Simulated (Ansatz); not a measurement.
# H4O3SSi: the cost of one run

All numbers below are computed with Ansatz 0.2.0 (RKS r2SCAN/def2-SVP).

1 further run of the same task is left out (it didn't finish).

## (1) The system as given

Bond lengths: Si1–S2 2.524 Å, Si1–O3 1.565 Å, Si1–O5 1.610 Å, Si1–O6 1.601 Å, S2–H7 1.325 Å, O5–H8 0.954 Å, O6–H9 0.955 Å. Angles: Si1–S2–H7 92.7°, S2–Si1–O3 81.6°, S2–Si1–O5 109.5°, S2–Si1–O6 106.9°, O3–Si1–O5 124.9°, O3–Si1–O6 119.8°, O5–Si1–O6 108.3°, Si1–O5–H8 121.1°, Si1–O6–H9 120.8°.

Structure file:

```xyz
9

Si   -0.4248   -0.3266   -0.0896
S     1.5046    1.0076    0.8426
O     0.1094   -1.3819    0.9349
H     1.0837   -0.6636    1.3381
O    -1.7880    0.5132    0.0780
O    -0.1439   -0.5232   -1.6535
H     2.3398    0.5678   -0.0871
H    -2.0986    0.7822    0.9387
H    -0.5823    0.0245   -2.3021
```

## (2) A restrained relaxation towards end A

Springs on the bonds that form and break draw the guess towards this end; the thresholds are loose.

The input, input.yaml:

```yaml
crystal:
  periodic: [false, false, false]
  atoms:
    - { symbol: Si, position_ang: [-0.4248, -0.3266, -0.0896] }
    - { symbol: S, position_ang: [1.5046, 1.0076, 0.8426] }
    - { symbol: O, position_ang: [0.1094, -1.3819, 0.9349] }
    - { symbol: H, position_ang: [1.0837, -0.6636, 1.3381] }
    - { symbol: O, position_ang: [-1.788, 0.5132, 0.078] }
    - { symbol: O, position_ang: [-0.1439, -0.5232, -1.6535] }
    - { symbol: H, position_ang: [2.3398, 0.5678, -0.0871] }
    - { symbol: H, position_ang: [-2.0986, 0.7822, 0.9387] }
    - { symbol: H, position_ang: [-0.5823, 0.0245, -2.3021] }
basis:
  gaussian: { orbitals: def2-SVP }
hamiltonian:
  xc: r2scan
relax:
  f_tol: 0.15
  max_steps: 25
  restrain:
    - { distance: [3, 1], at: 2.66, k: 30.0 }
    - { distance: [0, 1], at: 2.16, k: 30.0 }
    - { distance: [3, 2], at: 0.97, k: 30.0 }
```

On the command line:

```
ansatz run input.yaml --threads 2 --pin off --max-ram 3072MiB --backend cpu --events-out ev --progress --plain --runs-dir out
```

What time and memory should one allow on 2 threads of Intel Xeon Platinum 8488C (Sapphire Rapids), shared host?

About 16 s, with a peak of 0.17 GiB.
